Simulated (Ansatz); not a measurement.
# CH10BNSSi2: the cost of one run

Method: RKS BHLYP-D4/6-31G*, in Ansatz 0.2.0.

## Step 1: The system as given

Bond lengths (14 of 15 bonds, heavy atoms first): C1–S2 1.779 Å, S2–Si3 2.147 Å, Si3–Si4 2.326 Å, Si4–B5 1.909 Å, B5–N6 1.539 Å, C1–H7 1.155 Å, C1–H8 1.081 Å, C1–H9 1.099 Å, Si3–H10 1.510 Å, Si3–H11 1.447 Å, Si4–H12 1.435 Å, Si4–H13 1.498 Å, B5–H14 1.180 Å, N6–H15 1.033 Å. Angles (14 of 25 angles, heavy atoms first): C1–S2–Si3 94.9°, S2–Si3–Si4 109.5°, Si3–Si4–B5 107.5°, Si4–B5–N6 123.1°, S2–C1–H7 109.5°, S2–C1–H8 112.7°, S2–C1–H9 112.0°, S2–Si3–H10 109.2°, S2–Si3–H11 112.1°, Si4–Si3–H10 106.3°, Si4–Si3–H11 110.9°, Si3–Si4–H12 108.8°, Si3–Si4–H13 104.3°, B5–Si4–H12 111.9°.

Structure file:

```xyz
16

C    -1.3966   -1.9692   -1.7317
S    -0.9978   -2.6997   -0.1597
Si   -0.6666   -0.8261    0.8341
Si    1.3537    0.0817    0.1232
B     1.6084    1.7219    1.0668
N     0.6116    2.8929    1.0008
H    -2.2955   -1.2549   -1.6072
H    -1.6722   -2.7035   -2.4751
H    -0.5844   -1.3305   -2.1067
H    -0.5241   -1.0692    2.3175
H    -1.7538    0.1041    0.6178
H     2.4036   -0.8588    0.3907
H     1.1340    0.3800   -1.3283
H     2.5606    1.8577    1.7501
H     0.4983    3.1020   -0.0043
H    -0.3021    2.5491    1.3564
```

## Step 2: End point A

input.yaml reads:

```yaml
crystal:
  periodic: [false, false, false]
  atoms:
    - { symbol: C, position_ang: [-1.3966, -1.9692, -1.7317] }
    - { symbol: S, position_ang: [-0.9978, -2.6997, -0.1597] }
    - { symbol: Si, position_ang: [-0.6666, -0.8261, 0.8341] }
    - { symbol: Si, position_ang: [1.3537, 0.0817, 0.1232] }
    - { symbol: B, position_ang: [1.6084, 1.7219, 1.0668] }
    - { symbol: "N", position_ang: [0.6116, 2.8929, 1.0008] }
    - { symbol: H, position_ang: [-2.2955, -1.2549, -1.6072] }
    - { symbol: H, position_ang: [-1.6722, -2.7035, -2.4751] }
    - { symbol: H, position_ang: [-0.5844, -1.3305, -2.1067] }
    - { symbol: H, position_ang: [-0.5241, -1.0692, 2.3175] }
    - { symbol: H, position_ang: [-1.7538, 0.1041, 0.6178] }
    - { symbol: H, position_ang: [2.4036, -0.8588, 0.3907] }
    - { symbol: H, position_ang: [1.134, 0.38, -1.3283] }
    - { symbol: H, position_ang: [2.5606, 1.8577, 1.7501] }
    - { symbol: H, position_ang: [0.4983, 3.102, -0.0043] }
    - { symbol: H, position_ang: [-0.3021, 2.5491, 1.3564] }
basis:
  gaussian: { orbitals: "6-31G*" }
hamiltonian:
  xc: { name: BHLYP }
  dispersion: d4
relax:
  f_tol: 0.015
  max_steps: 40
output:
  orbitals: {}
```

On the command line:

```sh
$ ansatz run input.yaml --threads 2 --pin off --max-ram 3072MiB --backend cpu --events-out ev --progress --plain --runs-dir out
```

**Question.** How long does this run take on 2 threads of Arm Neoverse V1, shared host, and how much memory does it need?

About 3.6 min, with a peak of 0.33 GiB.
